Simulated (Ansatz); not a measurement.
**C₅H₁₅NO₃Zr: how energies converge with the basis set**

The task here is to estimate one member of a computed series from the others.

Program: Ansatz 0.2.0, Gaussian basis. Level of theory: one geometry, several basis sets. These are calculated values, not measurements.

Levels to be run: PBE0-D4/def2-SVP; ωB97M-V/def2-SVP; PBE0-D4/def2-QZVPP; ωB97M-V/def2-QZVPP; the functionals' def2-TZVPP values are taken from earlier runs.

### The relaxed structure

All runs share one geometry, relaxed beforehand with PBE0-D4 in a triple-zeta def2 set. Zr takes the def2 core potential; no spin-orbit term is included.

SMILES `C[O][Zr]([OH])([NH]C(C)C)[O]C`, 25 atoms, charge 0, spin multiplicity 1.

Atoms are counted from 1 here; the program's logs count them from 0.

Bond lengths: C1–O2 1.384 Å, C1–H11 1.097 Å, C1–H12 1.096 Å, C1–H13 1.097 Å, O2–Zr3 1.930 Å, Zr3–O4 1.945 Å, Zr3–N5 2.049 Å, Zr3–O9 1.924 Å, O4–H14 0.951 Å, N5–C6 1.450 Å, N5–H15 1.014 Å, C6–C7 1.520 Å, C6–C8 1.523 Å, C6–H16 1.102 Å, C7–H17 1.094 Å, C7–H18 1.092 Å, C7–H19 1.096 Å, C8–H20 1.094 Å and more. Angles: O2–C1–H11 110.9°, O2–C1–H12 110.9°, O2–C1–H13 110.9°, H11–C1–H12 108.1°, H11–C1–H13 108.0°, H12–C1–H13 107.9°, C1–O2–Zr3 175.1°, O2–Zr3–O4 108.3°, O2–Zr3–N5 110.0°, O2–Zr3–O9 112.3°, O4–Zr3–N5 111.2°, O4–Zr3–O9 111.2°, N5–Zr3–O9 103.8°, Zr3–O4–H14 160.6°, Zr3–N5–C6 131.4°, Zr3–N5–H15 117.7°, C6–N5–H15 110.9°, N5–C6–C7 109.5° and more.

Set-up of the first run:

Contents of in.yaml:

```yaml
crystal:
  periodic: [false, false, false]
  atoms:
    - {symbol: C, position_ang: [1.112129, 2.722420, 1.709108]}
    - {symbol: O, position_ang: [1.123762, 1.594523, 0.907440]}
    - {symbol: Zr, position_ang: [1.072599, -0.059881, -0.085823]}
    - {symbol: O, position_ang: [1.657167, -1.495665, 1.088520]}
    - {symbol: N, position_ang: [-0.822336, -0.399572, -0.787391]}
    - {symbol: C, position_ang: [-2.097044, -0.484249, -0.101717]}
    - {symbol: C, position_ang: [-1.892560, -0.238306, 1.383966]}
    - {symbol: C, position_ang: [-2.771204, -1.828419, -0.341336]}
    - {symbol: O, position_ang: [2.145668, 0.014480, -1.681428]}
    - {symbol: C, position_ang: [3.162874, 0.150067, -2.614511]}
    - {symbol: H, position_ang: [1.581320, 2.518669, 2.679113]}
    - {symbol: H, position_ang: [1.657839, 3.545504, 1.233038]}
    - {symbol: H, position_ang: [0.084895, 3.061323, 1.893339]}
    - {symbol: H, position_ang: [1.690633, -2.339487, 1.526562]}
    - {symbol: H, position_ang: [-0.934003, -0.569346, -1.780631]}
    - {symbol: H, position_ang: [-2.772250, 0.301722, -0.476530]}
    - {symbol: H, position_ang: [-1.448640, 0.744870, 1.563666]}
    - {symbol: H, position_ang: [-2.840165, -0.282313, 1.924452]}
    - {symbol: H, position_ang: [-1.230711, -1.000868, 1.810537]}
    - {symbol: H, position_ang: [-2.148188, -2.636983, 0.051253]}
    - {symbol: H, position_ang: [-2.918440, -2.005602, -1.410151]}
    - {symbol: H, position_ang: [-3.750056, -1.874303, 0.144847]}
    - {symbol: H, position_ang: [3.629183, 1.139691, -2.547669]}
    - {symbol: H, position_ang: [2.767395, 0.028675, -3.629183]}
    - {symbol: H, position_ang: [3.940132, -0.606938, -2.459481]}
basis:
  gaussian: {orbitals: def2-SVP}
hamiltonian: {xc: pbe0, dispersion: d4}
output: {orbitals: {seedname: orbitals}}
```

Run with:

```sh
> ansatz run in.yaml --threads 4 --pin off --events-out ev --progress --plain --max-ram 66560MiB --backend cpu
```

Steps of the session up to this table: PBE0-D4 in def2-SVP; ωB97M-V in def2-SVP; PBE0-D4 in def2-QZVPP; ωB97M-V in def2-QZVPP.

One of the session's tables, all rows but one given; the rest of the session is left out.

It belongs to the step «Density functionals: the series». 

```
functional       basis  HOMO (eV)  LUMO (eV)
   PBE0-D4    def2-SVP      -6.16       0.33
   PBE0-D4  def2-TZVPP      -6.30       0.08
   PBE0-D4  def2-QZVPP      -6.32      -0.03
   ωB97M-V    def2-SVP          ?          ?
   ωB97M-V  def2-TZVPP      -8.60       0.99
   ωB97M-V  def2-QZVPP      -8.63       0.74
```

**Question.** Estimate the row for ωB97M-V, def2-SVP.

**Answer.** HOMO (eV): -8.46; LUMO (eV): 1.39. In the column «HOMO (eV)» it lies between ωB97M-V, def2-TZVPP (-8.60) and PBE0-D4, def2-QZVPP (-6.32).
